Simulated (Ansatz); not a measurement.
**C2H6O2Si: one species, many methods**

One table from this session's results is given with a row withheld; the runs are named, their logs left out.

Method: functionals in def2-TZVPP, the program's frozen cores in correlated methods; program: Ansatz 0.2.0, Gaussian basis.

Levels to be run: PBE-D4, r2SCAN-D4, PBE0-D4, B3LYP-D4, ωB97X-V, ωB97M-V, B2PLYP; CCSD(T)/def2-TZVPP; MP2/def2-QZVPP; extrapolation to the limit.

**Structure used throughout**

An earlier PBE0-D4 in a triple-zeta def2 set relaxation fixed the geometry.

SMILES `O/C=C/[SiH2]O`, 11 atoms, charge 0, spin multiplicity 1.

Atoms are counted from 1 here; the program's logs count them from 0.

Bond lengths: O1–C2 1.346 Å, O1–H6 0.964 Å, C2–C3 1.334 Å, C2–H7 1.086 Å, C3–Si4 1.843 Å, C3–H8 1.091 Å, Si4–O5 1.652 Å, Si4–H9 1.492 Å, Si4–H10 1.484 Å, O5–H11 0.958 Å. Angles: C2–O1–H6 109.2°, O1–C2–C3 127.4°, O1–C2–H7 110.4°, C3–C2–H7 122.2°, C2–C3–Si4 121.7°, C2–C3–H8 118.5°, Si4–C3–H8 119.8°, C3–Si4–O5 111.0°, C3–Si4–H9 108.8°, C3–Si4–H10 112.4°, O5–Si4–H9 111.3°, O5–Si4–H10 104.9°, H9–Si4–H10 108.4°, Si4–O5–H11 116.8°.

Coordinates:

```tsv
atom	x (Å)	y (Å)	z (Å)
O1	-0.6280	1.6666	1.9391
C2	-0.0822	0.7968	1.0688
C3	-0.7131	0.0833	0.1340
Si4	0.1950	-1.0645	-0.9867
O5	1.8244	-0.8036	-0.9076
H6	-1.5807	1.6999	1.7979
H7	0.9917	0.7356	1.2179
H8	-1.7943	0.1915	0.0383
H9	-0.3151	-0.8825	-2.3768
H10	0.0164	-2.4873	-0.6040
H11	2.1514	0.0069	-1.3001
```

Set-up of the first run:

Input file in.yaml:

```yaml
crystal:
  periodic: [false, false, false]
  atoms:
    - {symbol: O, position_ang: [-0.628004, 1.666618, 1.939076]}
    - {symbol: C, position_ang: [-0.082233, 0.796846, 1.068783]}
    - {symbol: C, position_ang: [-0.713111, 0.083341, 0.134029]}
    - {symbol: Si, position_ang: [0.194961, -1.064459, -0.986671]}
    - {symbol: O, position_ang: [1.824382, -0.803568, -0.907625]}
    - {symbol: H, position_ang: [-1.580739, 1.699851, 1.797899]}
    - {symbol: H, position_ang: [0.991710, 0.735602, 1.217907]}
    - {symbol: H, position_ang: [-1.794270, 0.191480, 0.038276]}
    - {symbol: H, position_ang: [-0.315069, -0.882473, -2.376841]}
    - {symbol: H, position_ang: [0.016387, -2.487278, -0.604038]}
    - {symbol: H, position_ang: [2.151387, 0.006938, -1.300095]}
basis:
  gaussian: {orbitals: def2-TZVPP}
hamiltonian: {xc: pbe, dispersion: d4}
output: {forces: true, orbitals: {seedname: orbitals}}
```

On the command line:

```
> ansatz run in.yaml --threads 4 --pin off --events-out ev --progress --plain --max-ram 10444MiB
```

Among the steps run: PBE-D4 (GGA); r2SCAN-D4 (meta-GGA); PBE0-D4 (hybrid); B3LYP-D4 (hybrid); ωB97X-V (range-separated); ωB97M-V (range-separated); B2PLYP (double hybrid); CCSD(T) in def2-TZVPP; MP2 in def2-QZVPP.

One of the session's tables, all rows but one given; the rest of the session is left out.

```
            method  atomisation energy (kJ/mol)
            PBE-D4                            ?
         r2SCAN-D4                       4276.4
           PBE0-D4                       4254.8
          B3LYP-D4                       4257.7
           ωB97X-V                       4270.7
           ωB97M-V                       4277.4
            B2PLYP                       4220.6
     HF/def2-TZVPP                       3056.1
    MP2/def2-TZVPP                       4241.7
   CCSD/def2-TZVPP                       4086.1
CCSD(T)/def2-TZVPP                       4154.0
           MP2/CBS                       4361.3
       CCSD(T)/CBS                       4273.6
```

**Question.** Estimate the row for PBE-D4.

The run gave: atomisation energy (kJ/mol): 4348.7. In the column «atomisation energy (kJ/mol)» it lies between ωB97M-V (4277.4) and MP2/CBS (4361.3).

Caveats from the session: Free atoms (2 O, 2 C, 1 Si, 6 H) were run apart at each level; the atomisation energy is their sum less the molecule, without zero-point or spin-orbit terms.
